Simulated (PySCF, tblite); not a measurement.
**C5H7BO2: geometry, infrared bands and NMR shifts**

What infrared bands and NMR shifts should C5H7BO2 (`CC1=CC/1=C\B(O)O`) show?

The runs use tblite 0.8.0 and PySCF 2.14.0, with density-fitted response routines of our own; the level of theory stands in each step. All values are computed, except where a source is named. Atoms count from 0, in the outputs and in this text.

## 1. The starting structure

15 atoms, charge 0, multiplicity 1; geometry from: force field or distance geometry start.

Bonds of the start (Å): C0–C1 1.50, C1–C2 1.38, C2–C3 1.43, C3–C4 1.32, C4–B5 1.57, B5–O6 1.46, B5–O7 1.45, C3–C1 1.42, C0–H8 1.11, C0–H9 1.10, C0–H10 1.11, C2–H11 1.08, C4–H12 1.08, O6–H13 0.99, O7–H14 0.99.

## 2. Optimising the geometry with GFN2-xTB

The job: settings as JSON, then the geometry in Å.

```
{"job": {"kind": "relax", "xc": "GFN2-xTB", "basis": "xTB"}, "charge": 0, "multiplicity": 1}
C      2.983100     0.182900    -0.192700
C      1.580500    -0.323600    -0.082000
C      0.700400    -1.378100    -0.169100
C      0.206100    -0.076400     0.167700
C     -0.782600     0.739700     0.499600
B     -2.264200     0.235600     0.586600
O     -3.322000     1.175800     0.939400
O     -2.575600    -1.164300     0.351900
H      3.117700     1.039300     0.500500
H      3.687400    -0.620500     0.074200
H      3.153700     0.517200    -1.235900
H      0.491800    -2.420400    -0.378900
H     -0.568400     1.784500     0.695100
H     -3.638400     1.527800     0.073200
H     -2.773800    -1.211400    -0.621400
```

Launch:

```sh
> OMP_NUM_THREADS=1 python probes_run.py task.json out
```

The driver reads the jobs from task.json and runs them one after another.

**Question.** This job is followed by: GFN2-xTB harmonic vibrations, gas phase; GIAO PBE0/pcSseg-1 NMR shielding, non-relativistic, gas phase. What will the session give for the following? strongest single infrared mode (GFN2-xTB); zero-point energy (GFN2-xTB); ¹³C shifts against TMS (PBE0/pcSseg-1); ¹H shifts against TMS (PBE0/pcSseg-1, means over atoms taken as alike); ¹¹B shifts against BF3·OEt2 (PBE0/pcSseg-1); ¹⁷O shifts against H2O (PBE0/pcSseg-1, means over atoms taken as alike).

**Answer**, as computed:

| quantity | value |
| --- | --- |
| strongest single infrared mode (GFN2-xTB) | 1670 cm⁻¹, 395 km/mol |
| zero-point energy (GFN2-xTB) | 69.1 kcal/mol |
| ¹³C shifts against TMS (PBE0/pcSseg-1) | 155.5, 142.1, 140.1, 67.5, 13.9 ppm |
| ¹H shifts against TMS (PBE0/pcSseg-1, means over atoms taken as alike) | 8.17, 4.19, 2.65, 2.45 ppm |
| ¹¹B shifts against BF3·OEt2 (PBE0/pcSseg-1) | 26.1 ppm |
| ¹⁷O shifts against H2O (PBE0/pcSseg-1, means over atoms taken as alike) | 111.0 ppm |

What this shows: Over 109 steps the energy fell by 1.255 eV; of the close pairs, B5–O6 changed most, 1.459 to 1.367 Å. All 39 modes are real, so the xTB geometry is a minimum. The strongest single mode, at 1670 cm⁻¹, is spread over several atoms, C1, C3, C4, C2 among them. Unscaled tight-binding wavenumbers are off by several per cent, some by more. Its intensities can rank the bands wrongly.
